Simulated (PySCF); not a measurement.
# C7H7NO (4-aminobenzaldehyde): the cost of one run

Programs: PySCF 2.14.0, with density-fitted response routines of our own. Each step states its level of theory. These are calculated values for one molecule, in the gas phase or a continuum, unless marked as measured. Atoms count from 0, in the outputs and in this text.

**1. The starting structure**

16 atoms, charge 0, multiplicity 1; geometry from: GFN2-xTB. The atoms were then displaced at random by about 0.01 Å, so the start is not that level's minimum.

Bonds of the start (Å): N0–C1 1.39, C1–C2 1.41, C2–C3 1.32, C3–C4 1.40, C4–C5 1.46, C5–O6 1.20, C4–C7 1.42, C7–C8 1.36, C8–C1 1.41, N0–H9 1.01, N0–H10 0.97, C2–H11 1.08, C3–H12 1.11, C5–H13 1.12, C7–H14 1.08, C8–H15 1.08.

**2. Optimising the geometry at PBE0-D3(BJ)/def2-SVP**

What the job is given:

```
{"job": {"xc": "PBE0", "basis": "def2-SVP", "d3": "d3bj", "grid": 1, "shake": 0.01, "kind": "geom"}, "charge": 0, "multiplicity": 1}
N      2.789540    -0.387840     0.047980
C      1.411250    -0.182520    -0.002390
C      0.545670    -1.227530    -0.385760
C     -0.764830    -1.052830    -0.367300
C     -1.364820     0.156690     0.013820
C     -2.809710     0.353540     0.044630
O     -3.374630     1.359770     0.364170
C     -0.494400     1.214740     0.391850
C      0.851250     1.051040     0.404380
H      3.354880     0.446550     0.130680
H      3.151550    -1.164300    -0.415190
H      1.002390    -2.169140    -0.670350
H     -1.472810    -1.859760    -0.666760
H     -3.392170    -0.550200    -0.254370
H     -0.956470     2.138110     0.692050
H      1.504270     1.871300     0.683280
```

Run with:

```sh
> OMP_NUM_THREADS=1 python probes_run.py task.json out
```

The driver reads the jobs from task.json and runs them one after another.

Q: Estimate the wall time and peak memory of this first job on 1 thread of AMD EPYC 7R43, shared host.

About 95 s, with a peak of 0.66 GiB.
